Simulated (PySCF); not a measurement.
# [YbSF]−: other functionals and bases at one geometry

One table from this session's results is given with a row withheld; the runs are named, their logs left out.

Method: several levels, as the steps say, no spin–orbit coupling; program: PySCF 2.14.0.

1 further run of the same task is left out (for a known fault of the program).

### Where the work starts

3 atoms, charge -1, spin multiplicity 1.

Bond lengths: Yb1–S2 2.565 Å, Yb1–F3 2.148 Å. Angles: S2–Yb1–F3 149.2°.

Coordinates:

```xyz
3
FSYb
Yb   -0.1965    0.0000   -0.0055
S     2.2682    0.0000    0.7030
F    -2.2738    0.0000    0.5431
```

Formal oxidation states: Yb +2. Each metal's 14 4f electrons lie in its core potential, so multiplicities, spins and levels count the valence alone. An earlier session relaxed this geometry at PBE0, Yb lcecp-0-SVP with ECP60, S def2-SVP, F def2-SVP (singlet, point group Cs).

At PBE0 on the finer grid: E = -530.700388 Eh, frontier levels not given, since the 4f levels lie in the core, Mulliken charge on Yb1 +0.19 e, largest force component 0.011 eV/Å. 

Levels to run: r2SCAN; CAM-B3LYP; PBE0, TZVP. Hardware: 2 threads of Arm Neoverse V2, shared host.

The first run:

Contents of run.py (the lines that set the calculation):

```python
mol = gto.M(atom='''
Yb    -0.19651     0.00000    -0.00548
S      2.26821     0.00000     0.70303
F     -2.27376     0.00000     0.54305''',
    basis={'Yb': 'lcecp-0-SVP', 'S': 'def2-SVP', 'F': 'def2-SVP'},
    ecp={'Yb': 'lcecp-0-SVP'},
    charge=-1, spin=0)
mf = dft.RKS(mol, xc='R2SCAN')
mf.grids.atom_grid = (75, 302)  # f atoms: unpruned, at least (60, 302)
mf = mf.density_fit()  # fitting sets: Yb AutoAux, S def2-universal-JKFIT, F def2-universal-JKFIT
mf.conv_tol = 1e-08; mf.max_cycle = 55
mf.kernel(dm0)  # dm0: the density of the relaxed state
```

On the command line:

```
$ OMP_NUM_THREADS=2 python run.py
```

Among the steps run: r2SCAN; CAM-B3LYP; PBE0, TZVP.

One of the session's tables, all rows but one given; the rest of the session is left out.

| level | charge on Yb1 (e) | dipole (D) | largest force component (eV/Å) |
| --- | --- | --- | --- |
| PBE0 (relaxed here) | 0.19 | 7.79 | 0.01 |
| r2SCAN | ? | ? | ? |
| CAM-B3LYP | 0.16 | 7.94 | 0.06 |
| PBE0, TZVP | 0.71 | 8.46 | 0.30 |

Q: Estimate the row for r2SCAN from the others.

As computed: charge on Yb1 (e): 0.17; dipole (D): 7.73; largest force component (eV/Å): 0.15. In the column «charge on Yb1 (e)» it lies between CAM-B3LYP (0.16) and PBE0 (relaxed here) (0.19).

The dipole of a charged species depends on the origin, so these sizes hold for this origin alone.

The largest leftover force, 0.30 eV/Å with PBE0, TZVP, stands at a geometry relaxed at another level. With 4f in the core, its levels are missing from HOMO and gap, and its count is fixed, so no charge can pass from the ligands into it. Total energies of different levels can't be compared.
